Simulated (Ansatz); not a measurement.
**C2H6FSi radical: how energies converge with the basis set**

How large a basis does C2H6FSi radical need? Two functionals are run in growing sets.

Program: Ansatz 0.2.0, Gaussian basis. Level of theory: one geometry, several basis sets. These are calculated values, not measurements.

The runs, in order: PBE0-D4/def2-SVP; ωB97M-V/def2-SVP; PBE0-D4/def2-QZVPP; ωB97M-V/def2-QZVPP; the functionals' def2-TZVPP values are taken from earlier runs.

**1. Structure used throughout**

All runs share one geometry, relaxed beforehand with PBE0-D4 in a triple-zeta def2 set.

SMILES `C[Si](C)F`, 10 atoms, charge 0, spin multiplicity 2.

Atoms are counted from 1 here; the program's logs count them from 0.

Bond lengths: C1–Si2 1.868 Å, C1–H5 1.091 Å, C1–H6 1.095 Å, C1–H7 1.093 Å, Si2–C3 1.868 Å, Si2–F4 1.614 Å, C3–H8 1.093 Å, C3–H9 1.095 Å, C3–H10 1.091 Å. Angles: Si2–C1–H5 111.3°, Si2–C1–H6 109.9°, Si2–C1–H7 110.4°, H5–C1–H6 108.3°, H5–C1–H7 108.3°, H6–C1–H7 108.4°, C1–Si2–C3 112.3°, C1–Si2–F4 107.4°, C3–Si2–F4 107.4°, Si2–C3–H8 110.5°, Si2–C3–H9 110.0°, Si2–C3–H10 111.3°, H8–C3–H9 108.4°, H8–C3–H10 108.3°, H9–C3–H10 108.3°.

As a file:

```xyz
10

C    -0.73450    1.21005   -0.65141
Si    0.08684   -0.46438   -0.75468
C     0.99290   -0.90853    0.81719
F    -1.07929   -1.56067   -0.96450
H    -1.28540    1.43833   -1.56558
H    -1.43708    1.23047    0.18876
H     0.01216    1.99260   -0.49642
H     1.79380   -0.19128    1.01209
H     0.29999   -0.89284    1.66546
H     1.43368   -1.90493    0.75199
```

**2. PBE0-D4 in def2-SVP**

The input, in.yaml:

```yaml
crystal:
  periodic: [false, false, false]
  atoms:
    - {symbol: C, position_ang: [-0.734500, 1.210047, -0.651410]}
    - {symbol: Si, position_ang: [0.086836, -0.464382, -0.754683]}
    - {symbol: C, position_ang: [0.992897, -0.908533, 0.817190]}
    - {symbol: F, position_ang: [-1.079285, -1.560671, -0.964502]}
    - {symbol: H, position_ang: [-1.285398, 1.438327, -1.565582]}
    - {symbol: H, position_ang: [-1.437082, 1.230466, 0.188762]}
    - {symbol: H, position_ang: [0.012161, 1.992598, -0.496419]}
    - {symbol: H, position_ang: [1.793803, -0.191281, 1.012095]}
    - {symbol: H, position_ang: [0.299988, -0.892843, 1.665460]}
    - {symbol: H, position_ang: [1.433679, -1.904929, 0.751988]}
basis:
  gaussian: {orbitals: def2-SVP}
magnetization: {spin_polarized: true, initial_magnetization: 1}
hamiltonian: {xc: pbe0, dispersion: d4}
output: {orbitals: {seedname: orbitals}}
```

On the command line:

```console
$ ansatz run in.yaml --threads 4 --pin off --events-out ev --progress --plain --max-ram 10444MiB
```

The runs that follow: ωB97M-V in def2-SVP; PBE0-D4 in def2-QZVPP; ωB97M-V in def2-QZVPP.

Before running them: what should the planned runs give, taken together? Wanted: PBE0-D4: double and triple zeta above quadruple; ωB97M-V: double and triple zeta above quadruple.

**Answer**, as computed:

| quantity | value |
| --- | --- |
| PBE0-D4: double and triple zeta above quadruple | 9.36, 0.56 eV |
| ωB97M-V: double and triple zeta above quadruple | 9.58, 0.54 eV |

**Reading.** PBE0-D4 gains 8.80 eV from double to triple zeta, then 0.56 eV more. These are total energies; as a rule much of such shifts cancels in differences, which this series doesn't test.
